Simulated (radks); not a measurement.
# Ionisation energy and size from Co to Sr

An exercise on one series of results from a longer session: the logs are not shown, and one member is left open.

Method: scalar-relativistic Kohn-Sham, PBE, spin-polarised, spherical densities, finite nucleus; open shells are filled with parallel spins first. Code: radks (a radial shooting solver on a logarithmic mesh, Libxc functionals) version 1.

### The system

- species: Co, Ni, Cu, Zn, Ga, Ge, As, Se, Br, Kr, Rb, Sr
- runs: 24, each species and its next ion

The first run:

Settings of this run:

```text
Z 27
configuration [Ar] 3d7 4s2
relativity scalar-relativistic
functional pbe,pbe
spin polarised
nucleus finite rms 3.7875 fm
c 137.035999084
```

Steps of the session up to this table: Co, [Ar] 3d7 4s2.

One of the session's tables, all rows but one given; the rest of the session is left out.

It belongs to the step «Co, [Ar] 3d7 4s2». From the orbitals of this run (lengths in bohr):

```
  level     <r>  outermost maximum (interpolated)  90 % within  nodes
  3s up  0.7729                             0.668         1.16      2
3s down       ?                                 ?            ?      ?
  3p up  0.8146                             0.678         1.26      1
3p down  0.8186                             0.679         1.26      1
  3d up   1.048                             0.666         1.84      0
3d down   1.115                             0.673         2.00      0
  4s up   2.841                              2.28         4.36      3
4s down   2.967                              2.37         4.57      3
```

Estimate the missing values for 3s down.

**Answer.** <r>: 0.7750; outermost maximum (interpolated): 0.669; 90 % within: 1.16; nodes: 2. In the column «<r>» it lies between 3s up (0.7729) and 3p up (0.8146).

To keep in mind: For Cu the highest level isn't the widest one, so −ε(HOMO) and <r> belong to different orbitals, and Δ-SCF follows the ion's typed configuration. Open shells are spherical and high-spin; term and fine-structure splittings are not resolved.
